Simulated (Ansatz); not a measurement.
# InSb3 (Pm-3m) in Ansatz: equation of state

How stiff is InSb3 in PBEsol, and what volume does it want? The cell is scaled to several volumes.

Everything below comes from runs of Ansatz 0.2.0. Logs are shortened: lines on timing, memory, paths and dates and some standing lists are left out, and cuts for length are marked.

## 1. The structure

Symmetry: Pm-3m, No. 221, cubic system. Conventional cell: a = 4.806 Å, b = 4.806 Å, c = 4.806 Å, α = 90.00°, β = 90.00°, γ = 90.00°. Around Sb (site symmetry 4/mmm) lie 8 Sb at 3.40 Å and 4 In at 3.40 Å. In (site symmetry m-3m) is surrounded by 12 Sb at 3.40 Å.

The cell comes from a database or a generator and needn't be the stable form of this composition.

## 2. Equation of state, PBEsol

Potentials or basis: all-electron LAPW, scalar-relativistic.

This step only gathers the single runs of the series.

Results:

* Equilibrium volume: 26.40 Å³/atom
* Bulk modulus: 61 GPa
* Pressure derivative of the bulk modulus: 5.1

Energy against volume, from the lowest point:
```
volume (Å³/atom)  energy (meV/atom)
          26.093               0.24
          26.648               0.00
          27.203               3.92
          27.758              11.51
          28.313              22.33
          28.868              35.99
          29.424              52.11
```

The run has no spin-orbit coupling, so splittings on Sb are missing.
